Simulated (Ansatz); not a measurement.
# F2H3InSi: small, medium and large basis sets

How large a basis does F2H3InSi need? Two functionals are run in growing sets.

The runs use Ansatz 0.2.0, Gaussian basis; one geometry, several basis sets.

Levels to be run: PBE0-D4/def2-SVP; ωB97M-V/def2-SVP; PBE0-D4/def2-QZVPP; ωB97M-V/def2-QZVPP; the functionals' def2-TZVPP values are taken from earlier runs.

## 1. The relaxed structure

An earlier PBE0-D4 in a triple-zeta def2 set relaxation fixed the geometry. In takes the def2 core potential; no spin-orbit term is included.

SMILES `[F][In]([F])[SiH3]`, 7 atoms, charge 0, spin multiplicity 1.

Atoms are counted from 1 here; the program's logs count them from 0.

Bond lengths: F1–In2 1.944 Å, In2–F3 1.944 Å, In2–Si4 2.541 Å, Si4–H5 1.482 Å, Si4–H6 1.483 Å, Si4–H7 1.482 Å. Angles: F1–In2–F3 106.0°, F1–In2–Si4 126.9°, F3–In2–Si4 127.2°, In2–Si4–H5 108.7°, In2–Si4–H6 107.5°, In2–Si4–H7 108.5°, H5–Si4–H6 110.6°, H5–Si4–H7 110.9°, H6–Si4–H7 110.5°.

Geometry (Å):

```
F     0.0855   -2.4642    1.5814
In    0.7303   -0.8960    0.6300
F     2.6647   -0.9109    0.8242
Si   -0.6758    0.8289   -0.5966
H     0.1608    1.4711   -1.6375
H    -1.1252    1.8296    0.4019
H    -1.8403    0.1416   -1.2034
```

## 2. PBE0-D4 in def2-SVP

in.yaml reads:

```yaml
crystal:
  periodic: [false, false, false]
  atoms:
    - {symbol: F, position_ang: [0.085505, -2.464231, 1.581430]}
    - {symbol: In, position_ang: [0.730313, -0.895967, 0.629955]}
    - {symbol: F, position_ang: [2.664726, -0.910927, 0.824165]}
    - {symbol: Si, position_ang: [-0.675844, 0.828876, -0.596563]}
    - {symbol: H, position_ang: [0.160804, 1.471133, -1.637509]}
    - {symbol: H, position_ang: [-1.125200, 1.829566, 0.401924]}
    - {symbol: H, position_ang: [-1.840304, 0.141550, -1.203403]}
basis:
  gaussian: {orbitals: def2-SVP}
hamiltonian: {xc: pbe0, dispersion: d4}
output: {orbitals: {seedname: orbitals}}
```

Started as:

```sh
> ansatz run in.yaml --threads 2 --pin off --events-out ev --progress --plain --max-ram 22528MiB --backend cpu
```

After this run come: ωB97M-V in def2-SVP; PBE0-D4 in def2-QZVPP; ωB97M-V in def2-QZVPP.

**Question.** What will the summary of the whole plan be? Wanted: PBE0-D4: double and triple zeta above quadruple; ωB97M-V: double and triple zeta above quadruple.

The runs gave:

```
                                       quantity           value
PBE0-D4: double and triple zeta above quadruple  10.69, 0.64 eV
ωB97M-V: double and triple zeta above quadruple  10.86, 0.61 eV
```

For PBE0-D4 the step from double to triple zeta gains 10.05 eV and the next only 0.64 eV. Total energies overstate the basis error of differences, where much of it tends to cancel.
